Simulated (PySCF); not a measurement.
# GaSi2NH5Cl (SMILES N[SiH]1[SiH2][Ga]1[Cl]): levels of theory compared

Wanted: a comparison of 3 runs (HF/STO-3G, B2PLYP/STO-3G, B3LYP/6-31G*) of GaSi2NH5Cl. Input form: a Python script.

Program for the calculation: PySCF 2.14.0.

**1. The system as given**

The species is GaSi2NH5Cl (10 atoms), meant as a singlet with charge 0. As SMILES, `N[SiH]1[SiH2][Ga]1[Cl]`. The shape comes from GFN2-xTB, which is rough for such elements, and wasn't checked as a minimum. This is one conformer, not always the lowest.

Bond lengths: N1–Si2 1.724 Å, Si2–Ga4 2.759 Å, Si3–Ga4 2.468 Å, Ga4–Cl5 2.158 Å, N1–H6 1.006 Å, N1–H7 1.008 Å, Si2–H8 1.516 Å, Si3–H9 1.505 Å, Si3–H10 1.510 Å. Some angles: N1–Si2–Ga4 166.5°, Si2–Ga4–Si3 66.6°, Si2–Ga4–Cl5 105.6°, Si3–Ga4–Cl5 143.4°, N1–Si2–H8 95.0°, Ga4–Si2–H8 85.9°, Si2–N1–H6 123.1°, Si2–N1–H7 125.9°, Ga4–Si3–H9 92.9°, Ga4–Si3–H10 108.3°. A long bond or contact: Si2–Si3 2.880 Å.

**2. Energy and gradient at HF/STO-3G (run 1)**

The input, input.py:

```python
# N[SiH]1[SiH2][Ga]1[Cl]
from pyscf import gto, scf

molecule = gto.Mole()
molecule.atom = '''
N       -0.784380       1.107650       1.942160
Si      -0.842050       0.470050       0.341180
Si       1.401770      -1.189400      -0.370970
Ga      -0.376050      -0.832960      -2.045960
Cl      -1.060290       0.514090      -3.587040
H       -1.162960       0.625660       2.739610
H       -0.368800       1.985190       2.213920
H       -0.160100       1.661990      -0.300880
H        0.787390      -2.472420       0.119990
H        2.565460      -1.869850      -1.052020
'''
molecule.basis = 'sto-3g'
molecule.spin = 0
molecule.verbose = 4
molecule.max_memory = 1860
molecule.build()

hf = scf.RHF(molecule)
hf.conv_tol = 1e-10
hf.kernel()
if not hf.converged:
    hf = hf.newton().run(hf.mo_coeff, hf.mo_occ)

energy = hf.e_tot
print('E = %.10f Eh' % energy)
grad = hf.nuc_grad_method().kernel()
dip = hf.dip_moment()
pop, q = hf.mulliken_pop()
```

Launch:

```sh
OMP_NUM_THREADS=1 python input.py
```

Log:

```text
PySCF version 2.14.0

[... 82 lines left out ...]
converged SCF energy = -2983.25410335088
[... 12 lines left out ...]
Dipole moment(X, Y, Z, Debye): -1.07792,  0.02200,  3.52674
[... 27 lines left out ...]
pop of  3 Ga 4s           1.60759
pop of  3 Ga 2px          1.99959
pop of  3 Ga 2py          1.99959
pop of  3 Ga 2pz          1.99955
pop of  3 Ga 3px          1.98007
pop of  3 Ga 3py          1.98024
pop of  3 Ga 3pz          1.97862
pop of  3 Ga 4px          0.50181
pop of  3 Ga 4py          0.43907
pop of  3 Ga 4pz          0.46099
pop of  3 Ga 3dxy         1.95007
pop of  3 Ga 3dyz         1.88085
pop of  3 Ga 3dz^2        1.98073
pop of  3 Ga 3dxz         1.92149
pop of  3 Ga 3dx2-y2      1.99446
pop of  4 Cl 1s           1.99997
pop of  4 Cl 2s           1.99898
pop of  4 Cl 3s           1.98715
pop of  4 Cl 2px          1.99824
pop of  4 Cl 2py          1.99634
pop of  4 Cl 2pz          1.99533
pop of  4 Cl 3px          1.89320
pop of  4 Cl 3py          1.78800
pop of  4 Cl 3pz          1.73108
pop of  5 H 1s            0.83944
pop of  6 H 1s            0.82636
pop of  7 H 1s            1.20804
pop of  8 H 1s            1.19955
pop of  9 H 1s            1.18856
 ** Mulliken atomic charges  **
charge of    0N =     -0.60083
charge of    1Si =      0.60810
charge of    2Si =      0.31619
charge of    3Ga =      0.32678
charge of    4Cl =     -0.38830
charge of    5H =      0.16056
charge of    6H =      0.17364
charge of    7H =     -0.20804
charge of    8H =     -0.19955
charge of    9H =     -0.18856
```

Wall time 4.5 s (1 thread of AMD EPYC 9R14 (Zen 4), shared host); peak memory 0.13 GiB.

**3. The energy at B2PLYP/STO-3G (run 2)**

The input, input.xyz:

```xyz
10
ClGaH5NSi2
N     -0.784380     1.107650     1.942160
Si    -0.842050     0.470050     0.341180
Si     1.401770    -1.189400    -0.370970
Ga    -0.376050    -0.832960    -2.045960
Cl    -1.060290     0.514090    -3.587040
H     -1.162960     0.625660     2.739610
H     -0.368800     1.985190     2.213920
H     -0.160100     1.661990    -0.300880
H      0.787390    -2.472420     0.119990
H      2.565460    -1.869850    -1.052020
```

The input, calc.py:

```python
# N[SiH]1[SiH2][Ga]1[Cl]
from pyscf import gto, dft, mp

mol = gto.M(
    atom='input.xyz',
    basis='sto-3g',
    max_memory=1860,
    verbose=4,
)

calc0 = dft.RKS(mol, xc='0.53*HF + 0.47*B88, 0.73*LYP')
calc0.conv_tol = 1e-10
calc0.grids.level = 5
calc0.kernel()
if not calc0.converged:
    calc0 = calc0.newton().run(calc0.mo_coeff, calc0.mo_occ)

pt = mp.MP2(calc0, frozen=25).run()
e_final = calc0.e_tot + 0.27 * pt.e_corr
print('PT2 part  %.8f' % (0.27 * pt.e_corr))
print('E(%s) = %.9f' % ('B2PLYP', e_final))
calc0.analyze()
```

Launch:

```sh
OMP_NUM_THREADS=1 python calc.py
```

Log:

```text
PySCF version 2.14.0

[... 120 lines left out ...]
Total Energy =                       -2985.691662359205111
[... 7 lines left out ...]
MO #1   energy= -371.234094074615  occ= 2
[... 5 lines left out ...]
MO #7   energy= -41.0962087595775  occ= 2
[... 5 lines left out ...]
MO #13  energy= -7.29841257932746  occ= 2
[... 5 lines left out ...]
MO #19  energy= -3.64322002849039  occ= 2
[... 5 lines left out ...]
MO #25  energy= -3.55103193427569  occ= 2
[... 5 lines left out ...]
MO #31  energy= -0.425984521039134 occ= 2
[... 5 lines left out ...]
MO #37  energy= -0.26754080308403  occ= 2
[... 5 lines left out ...]
MO #43  energy= -0.192776856764528 occ= 2
[... 5 lines left out ...]
MO #49  energy= 0.354775376309171  occ= 0
[... 5 lines left out ...]
MO #55  energy= 0.592462347348856  occ= 0
[... 29 lines left out ...]
pop of  3 Ga 2px          2.00000
pop of  3 Ga 2py          2.00000
pop of  3 Ga 2pz          2.00000
pop of  3 Ga 3px          1.99884
pop of  3 Ga 3py          1.99882
pop of  3 Ga 3pz          1.99855
pop of  3 Ga 4px          0.64716
pop of  3 Ga 4py          0.51392
pop of  3 Ga 4pz          0.56864
pop of  3 Ga 3dxy         1.90815
pop of  3 Ga 3dyz         1.81065
pop of  3 Ga 3dz^2        1.96951
pop of  3 Ga 3dxz         1.83957
pop of  3 Ga 3dx2-y2      1.99457
pop of  4 Cl 1s           2.00000
pop of  4 Cl 2s           1.99983
pop of  4 Cl 3s           1.91320
pop of  4 Cl 2px          1.99991
pop of  4 Cl 2py          1.99982
pop of  4 Cl 2pz          1.99977
pop of  4 Cl 3px          1.85958
pop of  4 Cl 3py          1.75714
pop of  4 Cl 3pz          1.69181
pop of  5 H 1s            0.87840
pop of  6 H 1s            0.86836
pop of  7 H 1s            1.17133
pop of  8 H 1s            1.15370
pop of  9 H 1s            1.14800
 ** Mulliken atomic charges  **
charge of    0N =     -0.37771
charge of    1Si =      0.46884
charge of    2Si =      0.22931
charge of    3Ga =      0.12041
charge of    4Cl =     -0.22106
charge of    5H =      0.12160
charge of    6H =      0.13164
charge of    7H =     -0.17133
charge of    8H =     -0.15370
charge of    9H =     -0.14800
Dipole moment(X, Y, Z, Debye): -0.80965,  0.60847,  3.97437
```

Run time: 19 s. Hardware: 1 thread of AMD EPYC 9R14 (Zen 4), shared host; peak memory 0.36 GiB.

**4. Energy and forces at B3LYP/6-31G(d) (Cartesian functions) (run 3)**

The input, input.py:

```python
import pyscf.grad
from pyscf import gto, dft

mol = gto.M(
    atom='''
N     -1.482263     2.093155     3.670150
Si    -1.591244     0.888266     0.644737
Si     2.648961    -2.247640    -0.701032
Ga    -0.710632    -1.574066    -3.866304
Cl    -2.003658     0.971489    -6.778523
H     -2.197676     1.182326     5.177113
H     -0.696931     3.751465     4.183702
H     -0.302545     3.140706    -0.568581
H      1.487951    -4.672197     0.226748
H      4.848017    -3.533504    -1.988030
''',
    max_memory=1860,
    unit='bohr',
    cart=True,
    verbose=4,
    basis='6-31g*',
)

ks = dft.RKS(mol, xc='b3lyp')
ks.grids.level = 5
ks.conv_tol = 1e-10
ks.kernel()
if not ks.converged:
    ks = ks.newton().run(ks.mo_coeff, ks.mo_occ)

energy = ks.e_tot
print('E = %.10f Eh' % energy)
grad = ks.Gradients().kernel()
dip = ks.dip_moment()
pop, q = ks.mulliken_pop()
```

Launch:

```sh
OMP_NUM_THREADS=1 python input.py
```

Log:

```text
PySCF version 2.14.0

[... 83 lines left out ...]
converged SCF energy = -3021.58500444301
[... 13 lines left out ...]
Dipole moment(X, Y, Z, Debye): -0.32305,  0.08727,  3.17166
[... 89 lines left out ...]
pop of  4 Cl 1s           1.99865
pop of  4 Cl 2s           1.98834
pop of  4 Cl 3s           1.46571
pop of  4 Cl 4s           0.52207
pop of  4 Cl 2px          1.99160
pop of  4 Cl 2py          1.99093
pop of  4 Cl 2pz          1.99082
pop of  4 Cl 3px          1.24593
pop of  4 Cl 3py          1.18540
pop of  4 Cl 3pz          1.18263
pop of  4 Cl 4px          0.61369
pop of  4 Cl 4py          0.52526
pop of  4 Cl 4pz          0.49417
pop of  4 Cl 3dxx        -0.01906
pop of  4 Cl 3dxy         0.00136
pop of  4 Cl 3dxz         0.00173
pop of  4 Cl 3dyy        -0.01307
pop of  4 Cl 3dyz         0.00440
pop of  4 Cl 3dzz        -0.01080
pop of  5  H 1s           0.50503
pop of  5  H 2s           0.16050
pop of  6  H 1s           0.49966
pop of  6  H 2s           0.15655
pop of  7  H 1s           0.50935
pop of  7  H 2s           0.58353
pop of  8  H 1s           0.50279
pop of  8  H 2s           0.55615
pop of  9  H 1s           0.50090
pop of  9  H 2s           0.54973
 ** Mulliken atomic charges  **
charge of    0N =     -0.81311
charge of    1Si =      0.31271
charge of    2Si =      0.04303
charge of    3Ga =      0.14130
charge of    4Cl =     -0.15974
charge of    5H =      0.33447
charge of    6H =      0.34379
charge of    7H =     -0.09288
charge of    8H =     -0.05894
charge of    9H =     -0.05063
```

It took 53 s on 1 thread of AMD EPYC 9R14 (Zen 4), shared host; peak memory 1.2 GiB.

**5. Overview of the runs**

```
run                               level      task  frozen core orbitals   energy (Eh)  dipole moment (D)  HOMO energy (eV)  LUMO energy (eV)  wall time
  1                           HF/STO-3G  gradient                     –  -2983.254103               3.69             -5.20              3.64      4.5 s
  2                       B2PLYP/STO-3G    energy                    25  -2985.781741               4.10             -3.57              1.40       19 s
  3  B3LYP/6-31G* (Cartesian functions)  gradient                     –  -3021.585004               3.19             -6.25             -2.78       53 s
```

**6. What came out**

| quantity | value |
| --- | --- |
| run 3: total energy | -3021.58500 Eh |
| run 3: dipole moment | 3.19 D |
| run 3: HOMO energy | -6.25 eV |
| run 3: LUMO energy | -2.78 eV |
| run 3: HOMO–LUMO gap | 3.48 eV |
| run 3: largest force on an atom | 1.017 eV/Å |

**Reading.** The dipole moment (its size) runs from 3.19 D (B3LYP/6-31G*) to 4.10 D (B2PLYP/STO-3G). The two ends differ in method and basis. A double hybrid's value is that of its SCF part. The HOMO–LUMO gap runs from 3.48 eV (B3LYP/6-31G*) to 8.84 eV (HF/STO-3G). Totals of different functionals can't be ranked against each other. In runs 1, 2 the basis is minimal, so the values are rough. All runs together took 76 s, the longest 53 s.
